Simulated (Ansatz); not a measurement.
# CH6AlISi: the cost of one run

Computed with Ansatz 0.2.0, driven from Python. Level of theory: MP2/def2-SVPD.

**1. The structure**

Bond lengths: Si1–Al2 2.292 Å, Al2–C3 1.963 Å, C3–I4 2.180 Å, Si1–H5 1.498 Å, Si1–H6 1.516 Å, Si1–H7 1.491 Å, Al2–H8 1.569 Å, C3–H9 1.156 Å, C3–H10 1.143 Å. Angles (14 of 15 angles, heavy atoms first): Si1–Al2–C3 119.2°, Al2–C3–I4 112.0°, Si1–Al2–H8 121.4°, C3–Al2–H8 119.3°, Al2–Si1–H5 111.8°, Al2–Si1–H6 111.6°, Al2–Si1–H7 111.2°, Al2–C3–H9 111.7°, Al2–C3–H10 110.7°, I4–C3–H9 109.2°, I4–C3–H10 107.5°, H5–Si1–H6 107.4°, H5–Si1–H7 108.1°, H6–Si1–H7 106.5°.

The script holds or builds the structure itself.

**2. The code**

field.py

```python
"""Dipole of CH6AlISi in the field of point charges."""

import ansatz as az
import numpy as np

BASIS = "def2-SVPD"
LEVEL = "MP2"

GEOMETRY = """
Si   -1.64440    0.52460   -0.68260
Al   -0.07710   -0.90610    0.18450
C     1.64120   -0.18600    0.80130
I     2.73990    0.79310   -0.80700
H    -2.88370   -0.20010   -1.10960
H    -2.05860    1.57560    0.32800
H    -1.10740    1.26130   -1.86290
H    -0.33560   -2.45190    0.26330
H     1.50410    0.55860    1.67510
H     2.30460   -1.02030    1.21270
"""

ch6alisi = az.Crystal.molecule()
for line in GEOMETRY.strip().splitlines():
    symbol, *xyz = line.split()
    ch6alisi = ch6alisi.atom(symbol, [float(v) for v in xyz])

base = (
    ch6alisi.calculation()
    .basis(gaussian=BASIS)
    .correlation(LEVEL)
    .forces()
)
# charges +q and -q at -R and +R make a nearly even field 2 k q / R^2 at the centre
centre = np.mean([site.position_ang for site in ch6alisi.cartesian_sites], axis=0)
field = 2 * 14.399645 * 2.0 / 40.0 ** 2


def dipole(axis, sign):
    arm = 40.0 * np.eye(3)[axis]
    pair = [{"charge": sign * 2.0, "position_ang": (centre - arm).tolist()}, {"charge": -sign * 2.0, "position_ang": (centre + arm).tolist()}]
    deck = base.input().set(az.key.basis.gaussian.point_charges, pair)
    return np.array(az.Session.from_dict(deck).plan().execute().report["charge_distribution"]["dipole_moment_e_ang"])


print(f"field {field:.4f} V/A")
alpha = np.array([(dipole(axis, 1) - dipole(axis, -1)) / (2 * field) * 14.399645 for axis in range(3)])
print("polarisability tensor (A^3)")
print(np.array2string(alpha, precision=3, suppress_small=True))
print(f"mean {np.trace(alpha) / 3:.3f} A^3 = {np.trace(alpha) / 3 / 0.14818471:.2f} bohr^3")
```

**3. The input behind the calls**

The package turns the script's settings into the engine's input (first run):

```yaml
crystal:
  periodic: [false, false, false]
  atoms:
    - { symbol: Si, position_ang: [-1.6444, 0.5246, -0.6826] }
    - { symbol: Al, position_ang: [-0.0771, -0.9061, 0.1845] }
    - { symbol: C, position_ang: [1.6412, -0.186, 0.8013] }
    - { symbol: I, position_ang: [2.7399, 0.7931, -0.807] }
    - { symbol: H, position_ang: [-2.8837, -0.2001, -1.1096] }
    - { symbol: H, position_ang: [-2.0586, 1.5756, 0.328] }
    - { symbol: H, position_ang: [-1.1074, 1.2613, -1.8629] }
    - { symbol: H, position_ang: [-0.3356, -2.4519, 0.2633] }
    - { symbol: H, position_ang: [1.5041, 0.5586, 1.6751] }
    - { symbol: H, position_ang: [2.3046, -1.0203, 1.2127] }
basis:
  gaussian:
    orbitals: def2-SVPD
    point_charges:
      - { charge: 2.0, position_ang: [-39.9917, -0.005120000000000013, 0.0002800000000000136] }
      - { charge: -2.0, position_ang: [40.0083, -0.005120000000000013, 0.0002800000000000136] }
correlation:
  method: mp2
output:
  forces: true
```

**4. Launch**

Command:

```bash
$ python field.py
```

Q: Estimate wall time and peak memory on 1 thread of Arm Neoverse V1, shared host.

About 1.8 min, with a peak of 0.59 GiB.
